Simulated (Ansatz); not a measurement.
# Si2Sn: the cost of one run

Computed with Ansatz 0.2.0 (DFT PBE, scalar-relativistic, plane waves, PAW, unless a step names another level, unless a step's input says otherwise).

1 further run of the same task is left out (it didn't finish).

### 1 The system as given

Symmetry: Imma, No. 74, orthorhombic system. The conventional cell has a = 4.072 Å, b = 12.450 Å, c = 5.875 Å, α = 90.00°, β = 90.00°, γ = 90.00°. Si (site symmetry m) is surrounded by 3 Si at 2.37 to 2.42 Å and 1 Sn at 2.62 Å. Sn (site symmetry mm2) has 2 Si at 2.62 Å and 2 Sn at 2.79 Å as nearest neighbours.

As a file:

```cif
data_structure
_symmetry_space_group_name_H-M 'P 1'
_symmetry_Int_Tables_number 1
_cell_length_a 7.1782
_cell_length_b 7.1782
_cell_length_c 7.1782
_cell_angle_alpha 147.044
_cell_angle_beta 59.723
_cell_angle_gamma 131.689
_cell_volume 148.92
loop_
_atom_site_label
_atom_site_type_symbol
_atom_site_fract_x
_atom_site_fract_y
_atom_site_fract_z
_atom_site_occupancy
Si1 Si 0.79187 0.36073 0.43115 1
Si2 Si 0.20813 0.63927 0.56885 1
Si3 Si 0.42958 0.36073 0.06885 1
Si4 Si 0.57042 0.63927 0.93115 1
Sn1 Sn 0.16234 0.41234 0.75000 1
Sn2 Sn 0.83766 0.58766 0.25000 1
```

It came out lowest among 25 distinct ends of the trial cells. At a tolerance of 0.05 Å it has space group Imma (No. 74).

### 2 A stricter relaxation, on the response runs' mesh and smearing

File input.yaml:

```yaml
crystal:
  lattice:
    - [-2.0360876457, 6.2251165728, 2.9373931747]
    - [2.0360876457, -6.2251165728, 2.9373931747]
    - [2.0360876457, 6.2251165728, -2.9373931747]
  atoms:
    - { symbol: Si, position: [0.7918740258, 0.3607289066, 0.4311451192] }
    - { symbol: Si, position: [0.2081259742, 0.6392710934, 0.5688548808] }
    - { symbol: Si, position: [0.4295837874, 0.3607289066, 0.0688548808] }
    - { symbol: Si, position: [0.5704162126, 0.6392710934, 0.9311451192] }
    - { symbol: Sn, position: [0.162342739, 0.412342739, 0.75] }
    - { symbol: Sn, position: [0.837657261, 0.587657261, 0.25] }
basis:
  ecutwfc: 420
kpoints:
  mp_grid: { grid: [10, 10, 10] }
hamiltonian:
  xc: pbe
scf:
  occupations: { method: gaussian, width: 0.1 }
output:
  forces: true
  stress: true
  eigenvalues: true
relax:
  adjacent_minimum: "off"
  f_tol: 0.001
  max_steps: 60
  cell: { stress_tol: 0.01 }
```

The run is started by

```sh
> ansatz run input.yaml --threads 3 --pin off --max-ram 7680MiB --backend cpu --events-out ev --progress --plain --runs-dir out
```

What time and memory should one allow on 3 threads of Intel Xeon Platinum 8488C (Sapphire Rapids), shared host?

About 57 s, with a peak of 0.91 GiB.
